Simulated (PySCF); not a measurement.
**TaO₂H: structure of the singlet**

Where does singlet TaO₂H go from a T-shaped (ligand arrangement 2) start, is the end point a minimum, and what are its modes, charges and moments?

Program: PySCF 2.14.0. Level of theory: PBE0, basis Ta def2-TZVP with ECP60, O def2-TZVP, H def2-TZVP, scalar-relativistic core potentials, no spin–orbit coupling, density fitting. These are calculated values, not measurements.

## Step 1: Where the work starts

4 atoms, charge 0, spin multiplicity 1.

Bond lengths: Ta1–O2 1.830 Å, Ta1–O3 1.830 Å, Ta1–H4 1.780 Å. Angles: O2–Ta1–O3 88.0°, O2–Ta1–H4 88.0°, O3–Ta1–H4 176.0°.

Coordinates in bohr (charge 0 multiplicity 1):
```
Ta    0.2426    0.0000   -0.2681
O     0.2426    0.0000    3.1901
O    -3.2136    0.0000   -0.1474
H     3.6042    0.0000   -0.1508
```

## Step 2: T-shaped (ligand arrangement 2) start, singlet: relaxation

One driver script runs all steps and calls PySCF; scf.py shows how it sets up the SCF of each step. The optimiser is the driver's own. Before each start the driver seeks the lowest SCF state from one or more starting densities and follows internal instabilities, so scf.py alone need not reach the same state.

The program finds Cs symmetry in the start, which this walk keeps. Threshold on the gradient: 0.0003 Eh/bohr, with a further test on the energy change.

Contents of scf.py:

```python
from pyscf import gto, scf, dft
mol = gto.M(atom='''
Ta     0.128352     0.000000    -0.141883
O      0.128352     0.000000     1.688117
O     -1.700548     0.000000    -0.077983
H      1.907252     0.000000    -0.079783''',
    basis={'Ta': 'def2-TZVP', 'O': 'def2-TZVP', 'H': 'def2-TZVP'},
    ecp={'Ta': 'def2-TZVP'},
    charge=0, spin=0)
mf = dft.RKS(mol, xc='PBE0')
mf.grids.atom_grid = (50, 194)
aux = {'Ta': 'def2-universal-JKFIT', 'O': 'def2-universal-JKFIT', 'H': 'def2-universal-JKFIT'}
mf = mf.density_fit(auxbasis=aux)
mf.kernel()
```

Steps of the walk:

| step | energy (Eh) | change (kJ/mol) | largest symmetric gradient (Eh/bohr) |
| --- | --- | --- | --- |
| 0 | -207.899226 | 0.00 | 0.16499 |
| 1 | -207.948539 | -129.47 | 0.03132 |
| 2 | -207.964682 | -171.86 | 0.03018 |
| 3 | -207.973757 | -195.68 | 0.02220 |
| 4 | -207.978800 | -208.92 | 0.02899 |
| 5 | -207.983914 | -222.35 | 0.02118 |
| 6 | -207.986846 | -230.05 | 0.00842 |
| 7 | -207.987442 | -231.61 | 0.00315 |
| 8 | -207.987512 | -231.80 | 0.00425 |
| 9 | -207.987536 | -231.86 | 0.00216 |
| 10 | -207.987544 | -231.88 | 0.00005 |

The walk took 12 s on 4 threads, shared host.

After 10 steps and 231.9 kJ/mol it ends at C2v: Ta–H 1.875 Å, Ta–O 1.730 Å (×2); H–Ta–O 123.9° (×2), O–Ta–O 112.2°.

## Step 3: Vibrations and properties at this point

On the finer grid the gradient is checked again; gradients at displacements of ±0.01 bohr then give force constants and infrared intensities.

Changes to scf.py since step 2:

```diff
@@ -3,4 +3,4 @@
-Ta     0.128352     0.000000    -0.141883
-O      0.128352     0.000000     1.688117
-O     -1.700548     0.000000    -0.077983
-H      1.907252     0.000000    -0.079783''',
+Ta     0.118374    -0.000000    -0.065844
+O     -0.026843    -0.000000     1.658208
+O     -1.422989     0.000000    -0.851748
+H      1.756736    -0.000000    -0.977172''',
@@ -11 +11 @@
-mf.grids.atom_grid = (50, 194)
+mf.grids.atom_grid = (75, 302)
```

The driver hands on the density of the step before, so the log starts near convergence.

SCF at the final geometry:

```text
init E= -207.987585213029
  HOMO = -0.312442520879341  LUMO = -0.158183331805294  gap/eV = 4.19761
cycle= 1 E= -207.987585212316  delta_E= 7.12e-10  |g|= 6.46e-05  |ddm|= 3.81e-05
  HOMO = -0.312441426519057  LUMO = -0.158190655493271  gap/eV = 4.19738
cycle= 2 E= -207.987585205412  delta_E= 6.9e-09  |g|= 0.0002  |ddm|= 0.000117
  HOMO = -0.312442270121183  LUMO = -0.158185160624011  gap/eV = 4.19755
cycle= 3 E= -207.987585213116  delta_E= -7.7e-09  |g|= 6.93e-07  |ddm|= 8.82e-05
  HOMO = -0.312442261849264  LUMO = -0.15818513965721  gap/eV = 4.19755
cycle= 4 E= -207.987585213117  delta_E= -7.39e-13  |g|= 5.65e-07  |ddm|= 6.72e-07
  HOMO = -0.312442262927611  LUMO = -0.158185137888733  gap/eV = 4.19755
Extra cycle  E= -207.987585213116  delta_E= 6.25e-13  |g|= 1.64e-06  |ddm|= 1.06e-06
converged SCF energy = -207.987585213116
```

The whole step took 17 s.

Geometry: C2v; Ta–H 1.875 Å, Ta–O 1.730 Å (×2); H–Ta–O 123.9° (×2), O–Ta–O 112.2°.

Harmonic modes (main isotopes):

| symmetry | ω (cm⁻¹) | IR (km/mol) | type |
| --- | --- | --- | --- |
| b1 | 432i | 439 | bend |
| a1 | 311 | 3.7 | bend |
| b2 | 545 | 42.2 | bend |
| b2 | 960 | 276 | stretch |
| a1 | 1008 | 79.1 | stretch |
| a1 | 1682 | 173 | stretch |

With 1 mode imaginary (up to 432i cm⁻¹) this point is a saddle.

Properties at this point:

| Quantity | Value |
| --- | --- |
| Dipole moment | 2.21 D |
| Highest occupied level | -8.50 eV |
| Lowest empty level | -4.30 eV |
| Rotational constants | 0.5733, 0.2555, 0.1767 cm⁻¹ |
| Zero-point energy (real modes) | 27.0 kJ/mol |
| Principal polarisabilities | 32.8, 44.3, 48.2 bohr³ |
| Atomisation energy without zero-point energy | 1645 kJ/mol |
| Principal traceless quadrupole moments about the centre of mass | -8.10, -5.94, 14.05 D Å |

Charges (e) and bond orders:

```
atom  Mulliken  Löwdin  polar tensor  Mayer order to Ta1
 Ta1      1.19    0.83          2.18                   –
O2,3     -0.52   -0.32         -0.87                2.11
  H4     -0.15   -0.20         -0.43                0.96
```

Mulliken populations on Ta1 (outside its core potential): s 2.50, p 6.43, d 2.75, f 0.14.

## Step 4: Leaving the saddle point

The start is the last point, displaced along its most imaginary mode.

The program finds Cs symmetry in the start, which this walk keeps. Threshold on the gradient: 0.0003 Eh/bohr, with a further test on the energy change.

Changes to scf.py since step 3:

```diff
@@ -3,4 +3,4 @@
-Ta     0.118374    -0.000000    -0.065844
-O     -0.026843    -0.000000     1.658208
-O     -1.422989     0.000000    -0.851748
-H      1.756736    -0.000000    -0.977172''',
+Ta     0.118374     0.001967    -0.065844
+O     -0.026843    -0.007345     1.658208
+O     -1.422989    -0.007345    -0.851748
+H      1.756736    -0.120000    -0.977172''',
@@ -11 +11 @@
-mf.grids.atom_grid = (75, 302)
+mf.grids.atom_grid = (50, 194)
```

Energy and gradient, step by step:

| step | energy (Eh) | change (kJ/mol) | largest symmetric gradient (Eh/bohr) |
| --- | --- | --- | --- |
| 0 | -207.987755 | 0.00 | 0.00464 |
| 1 | -207.994178 | -16.86 | 0.02837 |
| 2 | -207.996471 | -22.88 | 0.04200 |
| 3 | -208.004447 | -43.82 | 0.01703 |
| 4 | -208.009456 | -56.98 | 0.01527 |
| 5 | -208.010787 | -60.47 | 0.00950 |
| 6 | -208.011440 | -62.18 | 0.00653 |
| 7 | -208.011815 | -63.17 | 0.00119 |
| 8 | -208.011821 | -63.18 | 0.00076 |
| 9 | -208.011822 | -63.19 | 0.00005 |

The walk took 13 s.

It settles in Cs symmetry, 63.2 kJ/mol below the start, after 9 steps: Ta–H 1.779 Å, Ta–O 1.722 Å (×2); H–Ta–O 101.4° (×2), O–Ta–O 105.8°.

## Step 5: Is it a minimum? Harmonic modes

As before: finer grid, then central differences.

Changes to scf.py since step 4:

```diff
@@ -3,4 +3,4 @@
-Ta     0.118374     0.001967    -0.065844
-O     -0.026843    -0.007345     1.658208
-O     -1.422989    -0.007345    -0.851748
-H      1.756736    -0.120000    -0.977172''',
+Ta     0.092104     0.110546    -0.051232
+O      0.100374    -0.602963     1.516043
+O     -1.235109    -0.602963    -0.884854
+H      1.472496    -0.708797    -0.819066''',
@@ -11 +11 @@
-mf.grids.atom_grid = (50, 194)
+mf.grids.atom_grid = (75, 302)
```

SCF at the final geometry:

```text
init E= -208.011844685746
  HOMO = -0.30045282282498  LUMO = -0.128190021366116  gap/eV = 4.68751
cycle= 1 E= -208.011844682569  delta_E= 3.18e-09  |g|= 0.000136  |ddm|= 8.07e-05
  HOMO = -0.300465398173344  LUMO = -0.128185153619885  gap/eV = 4.68798
cycle= 2 E= -208.01184465293  delta_E= 2.96e-08  |g|= 0.000414  |ddm|= 0.000248
  HOMO = -0.300456118407002  LUMO = -0.128189368659321  gap/eV = 4.68762
cycle= 3 E= -208.011844686124  delta_E= -3.32e-08  |g|= 5.22e-06  |ddm|= 0.000187
  HOMO = -0.300456272336646  LUMO = -0.128189119356001  gap/eV = 4.68763
cycle= 4 E= -208.011844686131  delta_E= -7.11e-12  |g|= 1.26e-06  |ddm|= 3.16e-06
  HOMO = -0.300455879224209  LUMO = -0.128189045992446  gap/eV = 4.68762
Extra cycle  E= -208.011844686129  delta_E= 2.1e-12  |g|= 3.18e-06  |ddm|= 2.04e-06
converged SCF energy = -208.011844686129
```

The whole step took 20 s.

Geometry: Cs; Ta–H 1.779 Å, Ta–O 1.722 Å (×2); H–Ta–O 101.4° (×2), O–Ta–O 105.8°.

Modes, for the most abundant isotopes:

```
symmetry  ω (cm⁻¹)  IR (km/mol)
      a'       338         11.2
      a'       487         83.7
     a''       653         10.5
     a''       961          230
      a'      1025         63.2
      a'      1868          120
```

No imaginary mode, so this is a minimum.

Constants and moments:

| Item | Value |
| --- | --- |
| Dipole moment | 6.40 D |
| Highest occupied level | -8.18 eV |
| Lowest empty level | -3.49 eV |
| Rotational constants | 0.5155, 0.267, 0.1867 cm⁻¹ |
| Zero-point energy | 31.9 kJ/mol |
| Principal polarisabilities | 33.4, 44.7, 48.4 bohr³ |
| Atomisation energy without zero-point energy | 1709 kJ/mol |
| Principal traceless quadrupole moments about the centre of mass | -7.65, -0.33, 7.98 D Å |
| Entropy at 298.15 K and 1 bar | 285.1 J/(mol K) |
| Heat capacity Cp at 298.15 K | 52.5 J/(mol K) |
| Enthalpy at 298.15 K above 0 K | 12.06 kJ/mol |
| Rotational symmetry number | 1 |

Charges (e) and bond orders:

```tsv
atom	Mulliken	Löwdin	polar tensor	Mayer order to Ta1
Ta1	1.10	0.70	1.72	–
O2,3	-0.50	-0.30	-0.74	2.16
H4	-0.10	-0.10	-0.25	0.98
```

Outer orbital energies (eV). occupied: -24.49, -10.76, -10.37, -9.94, -9.76, -9.44, -9.22, -8.18; empty: -3.49, -2.31, -0.55, -0.16.

Mulliken populations on Ta1 (outside its core potential): s 2.55, p 6.27, d 2.95, f 0.13.

## Step 6: Would spin polarisation lower it?

At the lowest minimum the closed shell is tested against spin polarisation, on the (50, 194) grid. It is stable.

## Step 7: All stationary points

| spin | group | bonds | imaginary modes (cm⁻¹) | ΔE (kJ/mol) | with zero-point energy |
| --- | --- | --- | --- | --- | --- |
| singlet | Cs | Ta–H 1.779 Å, Ta–O 1.722 Å (×2) | none | 0.0 | 0.0 |
| singlet | C2v | Ta–H 1.875 Å, Ta–O 1.730 Å (×2) | 432i | 63.7 | – |

## Step 8: Outcome

| quantity | value |
| --- | --- |
| minimum | singlet, Cs |
| geometry | Ta–H 1.779 Å, Ta–O 1.722 Å (×2); H–Ta–O 101.4° (×2), O–Ta–O 105.8° |
| wavenumbers (cm⁻¹) | 338 (a'), 487 (a'), 653 (a''), 961 (a''), 1025 (a'), 1868 (a') |
| dipole moment | 6.40 D |
| highest occupied, lowest empty level | -8.18, -3.49 eV |
| polar-tensor charge of Ta1 | +1.72 e |
| zero-point energy | 31.9 kJ/mol |
| entropy at 298.15 K | 285.1 J/(mol K) |
| atomisation energy (no zero-point energy) | 1709 kJ/mol |

What this shows: From Cs at the start the molecule goes to a Cs minimum, after a stop at a saddle point 63.7 kJ/mol higher, from which it was pushed off along an imaginary mode. In the infrared the band at 961 cm⁻¹ (a'', stretch) leads. With 6.4 D the molecule is strongly polar. Only this shape and spin were tried, so other structures or states may lie lower. Spin–orbit coupling, left out here, can matter for elements this heavy.

The search up to here took 68 s on 4 threads, shared host.
